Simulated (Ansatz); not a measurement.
# InWSe3: the cost of one run

Program: Ansatz 0.2.0. Level of theory: DFT PBE, scalar-relativistic, plane waves, PAW. These are calculated values, not measurements.

1 further run of the same task is left out (set aside as unsound or not needed).

## 1. Starting point

The structure is cubic, space group Pm-3m (No. 221). Conventional cell: a = 4.858 Å, b = 4.858 Å, c = 4.858 Å, α = 90.00°, β = 90.00°, γ = 90.00°. In (site symmetry m-3m) has 12 Se at 3.44 Å as nearest neighbours. W (site symmetry m-3m) is surrounded by 6 Se at 2.43 Å. Se (site symmetry 4/mmm) has 2 W at 2.43 Å and 4 In at 3.44 Å as nearest neighbours.

As a file:

```
CELL_PARAMETERS angstrom
4.85842 0.00000 0.00000
0.00000 4.85842 0.00000
0.00000 0.00000 4.85842
ATOMIC_POSITIONS crystal
In 0.50000 0.50000 0.50000
W 0.00000 0.00000 0.00000
Se 0.50000 0.00000 0.00000
Se 0.00000 0.50000 0.00000
Se 0.00000 0.00000 0.50000
```

The cell is invented: perovskite family, tilts a0a0a0 (Pm-3m, No. 221). The dimensions are guesses.

## 2. The guess as it stands, on a coarse mesh

File input.yaml:

```yaml
crystal:
  lattice:
    - [4.8584249, 0.0, 0.0]
    - [0.0, 4.8584249, 0.0]
    - [0.0, 0.0, 4.8584249]
  atoms:
    - { symbol: In, position: [0.5, 0.5, 0.5] }
    - { symbol: W, position: [0.0, 0.0, 0.0] }
    - { symbol: Se, position: [0.5, 0.0, 0.0] }
    - { symbol: Se, position: [0.0, 0.5, 0.0] }
    - { symbol: Se, position: [0.0, 0.0, 0.5] }
basis:
  ecutwfc: 420
kpoints:
  mp_grid: { grid: [4, 4, 4] }
hamiltonian:
  xc: pbe
scf:
  occupations: { method: gaussian, width: 0.1 }
  lower_state_search: "off"
output:
  forces: true
  stress: true
  eigenvalues: true
```

Launch:

```console
ansatz run input.yaml --threads 1 --pin off --max-ram 2048MiB --backend cpu --events-out ev --progress --plain --runs-dir out
```

**Question.** How long does this run take on 1 thread of Intel Xeon Platinum 8488C (Sapphire Rapids), shared host, and how much memory does it need?

About 2.3 s, with a peak of 0.44 GiB.
